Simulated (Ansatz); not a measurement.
# CH₅Ga: basis-set convergence

How large a basis does CH₅Ga need? Two functionals are run in growing sets.

The runs use Ansatz 0.2.0, Gaussian basis; one geometry, several basis sets.

Plan: PBE0-D4/def2-SVP; ωB97M-V/def2-SVP; PBE0-D4/def2-QZVPP; ωB97M-V/def2-QZVPP; the functionals' def2-TZVPP values are taken from earlier runs.

## (1) The geometry

An earlier PBE0-D4 in a triple-zeta def2 set relaxation fixed the geometry.

SMILES `[CH3][GaH2]`, 7 atoms, charge 0, spin multiplicity 1.

Atoms are counted from 1 here; the program's logs count them from 0.

Bond lengths: C1–Ga2 1.966 Å, C1–H3 1.096 Å, C1–H4 1.090 Å, C1–H5 1.092 Å, Ga2–H6 1.574 Å, Ga2–H7 1.574 Å. Angles: Ga2–C1–H3 108.8°, Ga2–C1–H4 112.4°, Ga2–C1–H5 111.3°, H3–C1–H4 107.8°, H3–C1–H5 107.0°, H4–C1–H5 109.3°, C1–Ga2–H6 120.1°, C1–Ga2–H7 121.1°, H6–Ga2–H7 118.8°.

## (2) PBE0-D4 in def2-SVP

in.yaml reads:

```yaml
crystal:
  periodic: [false, false, false]
  atoms:
    - {symbol: C, position_ang: [-0.632378, -0.455955, -0.459388]}
    - {symbol: Ga, position_ang: [0.757017, 0.507017, 0.544748]}
    - {symbol: H, position_ang: [-1.177788, 0.260311, -1.083584]}
    - {symbol: H, position_ang: [-0.216549, -1.220985, -1.115884]}
    - {symbol: H, position_ang: [-1.362089, -0.913736, 0.211667]}
    - {symbol: H, position_ang: [0.374269, 1.328327, 1.832383]}
    - {symbol: H, position_ang: [2.257528, 0.495011, 0.070058]}
basis:
  gaussian: {orbitals: def2-SVP}
hamiltonian: {xc: pbe0, dispersion: d4}
output: {orbitals: {seedname: orbitals}}
```

Further steps of the session: ωB97M-V in def2-SVP; PBE0-D4 in def2-QZVPP; ωB97M-V in def2-QZVPP.

**Question.** What will the summary of the whole plan be? Wanted: PBE0-D4: double and triple zeta above quadruple; ωB97M-V: double and triple zeta above quadruple.

As calculated:

| quantity | value |
| --- | --- |
| PBE0-D4: double and triple zeta above quadruple | 9.25, 1.26 eV |
| ωB97M-V: double and triple zeta above quadruple | 9.31, 1.23 eV |

**Reading.** PBE0-D4 gains 7.99 eV from double to triple zeta, then 1.26 eV more. These are total energies; as a rule much of such shifts cancels in differences, which this series doesn't test.
